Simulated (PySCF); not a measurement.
**CoNCl₂: singlet, from a trigonal planar start**

Aim: relax CoNCl₂ as a singlet from a trigonal planar start, check by its vibrations whether the end is a minimum, and collect its spectrum and constants.

Computed with PySCF 2.14.0. Level: PBE0, basis Co def2-TZVP, N def2-TZVP, Cl def2-TZVP, no relativity, density fitting.

## 1. The system as given

4 atoms, charge 0, spin multiplicity 1.

Bond lengths: Co1–N2 1.630 Å, Co1–Cl3 2.100 Å, Co1–Cl4 2.100 Å. Angles: N2–Co1–Cl3 120.0°, N2–Co1–Cl4 120.0°, Cl3–Co1–Cl4 120.0°.

```xyz
4
charge 0 multiplicity 1
Co    0.0000    0.0000   -0.3542
N     0.0000    0.0000   -1.9842
Cl   -1.8187    0.0000    0.6958
Cl    1.8187    0.0000    0.6958
```

## 2. The SCF at the typed geometry

One driver script runs all steps and calls PySCF; scf.py shows how it sets up the SCF of each step. The optimiser is the driver's own. After this first run the driver tries any further starts and a stability analysis.

File scf.py:

```python
from pyscf import gto, scf, dft
mol = gto.M(atom='''
Co    -0.000010     0.000000    -0.354240
N     -0.000010     0.000000    -1.984220
Cl    -1.818660     0.000000     0.695770
Cl     1.818670     0.000000     0.695790''',
    basis={'Co': 'def2-TZVP', 'N': 'def2-TZVP', 'Cl': 'def2-TZVP'},
    charge=0, spin=0)
mf = dft.RKS(mol, xc='PBE0')
mf.grids.atom_grid = (50, 194)
aux = {'Co': 'def2-universal-JKFIT', 'N': 'def2-universal-JKFIT', 'Cl': 'def2-universal-JKFIT'}
mf = mf.density_fit(auxbasis=aux)
mf.conv_tol = 1e-08
mf.diis_space = 10
mf.max_cycle = 60
mf.init_guess = 'minao'
mf.verbose = 4
mf.kernel()
```

The run is started by

```
> OMP_NUM_THREADS=4 python axn.py task.json out
```

Further steps of the session: Trigonal planar start, singlet: relaxation; Frequencies; The broken-symmetry singlet; Vibrations and properties at this point.

Q: Predict the outcome of this session. Wanted: minimum; geometry; wavenumbers; dipole moment; highest occupied, lowest empty level; polar-tensor charge of Co1; zero-point energy; atomisation energy; ⟨S²⟩.

**Answer**, as computed:

| quantity | value |
| --- | --- |
| minimum | broken-symmetry (Ms = 0), C2v |
| geometry | Co–Cl 2.062 Å (×2), Co–N 1.456 Å; Cl–Co–Cl 126.4°, Cl–Co–N 116.8° (×2) |
| wavenumbers (cm⁻¹) | 120, 165, 252, 404, 490, 1183 |
| dipole moment | 1.26 D |
| highest occupied, lowest empty level (either spin) | -8.68, -5.00 eV |
| polar-tensor charge of Co1 | +1.22 e |
| zero-point energy | 15.6 kJ/mol |
| entropy at 298.15 K | 315.7 J/(mol K) |
| atomisation energy (no zero-point energy) | 812 kJ/mol |
| ⟨S²⟩ | 0.101 |

What this shows: The molecule stays C2v, as typed, and the end point is a minimum. In the infrared the band at 1183 cm⁻¹ (stretch) leads. Only this shape and spin were tried, so other structures or states may lie lower. The SCF density has lower symmetry than the nuclear frame.
